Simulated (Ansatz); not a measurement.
# Mg: the cost of one run

Method: DFT PBEsol, plane waves, PAW, scalar-relativistic, no spin polarisation, in Ansatz 0.2.0.

## 1. The starting structure

The cell holds 36 atoms (Mg36): a = 10.089 Å, b = 10.089 Å, c = 10.923 Å, α = 90.00°, β = 90.00°, γ = 120.00°.

Its coordinates follow in the input file.

## 2. Run 1

300 steps of 3 fs under a Nosé-Hoover thermostat at 1800 K.

input.yaml

```yaml
accuracy: low
crystal:
  lattice:
    - [10.08925, 0.0, 0.0]
    - [-5.044625, 8.737547, 0.0]
    - [0.0, 0.0, 10.923295]
  atoms:
    - { symbol: Mg, position: [0.0, 0.0, 0.0] }
    - { symbol: Mg, position: [0.1111111, 0.2222222, 0.25] }
    - { symbol: Mg, position: [0.0, 0.0, 0.5] }
    - { symbol: Mg, position: [0.1111111, 0.2222222, 0.75] }
    - { symbol: Mg, position: [0.0, 0.3333333, 0.0] }
    - { symbol: Mg, position: [0.1111111, 0.5555556, 0.25] }
    - { symbol: Mg, position: [0.0, 0.3333333, 0.5] }
    - { symbol: Mg, position: [0.1111111, 0.5555556, 0.75] }
    - { symbol: Mg, position: [0.0, 0.6666667, 0.0] }
    - { symbol: Mg, position: [0.1111111, 0.8888889, 0.25] }
    - { symbol: Mg, position: [0.0, 0.6666667, 0.5] }
    - { symbol: Mg, position: [0.1111111, 0.8888889, 0.75] }
    - { symbol: Mg, position: [0.3333333, 0.0, 0.0] }
    - { symbol: Mg, position: [0.4444444, 0.2222222, 0.25] }
    - { symbol: Mg, position: [0.3333333, 0.0, 0.5] }
    - { symbol: Mg, position: [0.4444444, 0.2222222, 0.75] }
    - { symbol: Mg, position: [0.3333333, 0.3333333, 0.0] }
    - { symbol: Mg, position: [0.4444444, 0.5555556, 0.25] }
    - { symbol: Mg, position: [0.3333333, 0.3333333, 0.5] }
    - { symbol: Mg, position: [0.4444444, 0.5555556, 0.75] }
    - { symbol: Mg, position: [0.3333333, 0.6666667, 0.0] }
    - { symbol: Mg, position: [0.4444444, 0.8888889, 0.25] }
    - { symbol: Mg, position: [0.3333333, 0.6666667, 0.5] }
    - { symbol: Mg, position: [0.4444444, 0.8888889, 0.75] }
    - { symbol: Mg, position: [0.6666667, 0.0, 0.0] }
    - { symbol: Mg, position: [0.7777778, 0.2222222, 0.25] }
    - { symbol: Mg, position: [0.6666667, 0.0, 0.5] }
    - { symbol: Mg, position: [0.7777778, 0.2222222, 0.75] }
    - { symbol: Mg, position: [0.6666667, 0.3333333, 0.0] }
    - { symbol: Mg, position: [0.7777778, 0.5555556, 0.25] }
    - { symbol: Mg, position: [0.6666667, 0.3333333, 0.5] }
    - { symbol: Mg, position: [0.7777778, 0.5555556, 0.75] }
    - { symbol: Mg, position: [0.6666667, 0.6666667, 0.0] }
    - { symbol: Mg, position: [0.7777778, 0.8888889, 0.25] }
    - { symbol: Mg, position: [0.6666667, 0.6666667, 0.5] }
    - { symbol: Mg, position: [0.7777778, 0.8888889, 0.75] }
basis:
  ecutwfc: 420.0
kpoints:
  mp_grid: { grid: [1, 1, 1] }
hamiltonian:
  xc: pbesol
scf:
  occupations: { method: fermi_dirac, width: 0.16 }
  lower_state_search: "off"
md:
  timestep: 3.0
  n_steps: 300
  ensemble: nvt_nose_hoover
  temperature: 1800.0
  initial_velocities: maxwell_boltzmann
  seed: 273228
  nose_hoover: { tau: 100.0, chain_length: 5 }
```

Run with:

```console
$ ansatz run input.yaml --threads 4 --pin off --max-ram 10240MiB --backend cpu --events-out ev --progress --plain --runs-dir out
```

Q: Estimate wall time and peak memory on 4 threads of Arm Neoverse V2, shared host.

About 14 min, with a peak of 0.99 GiB.
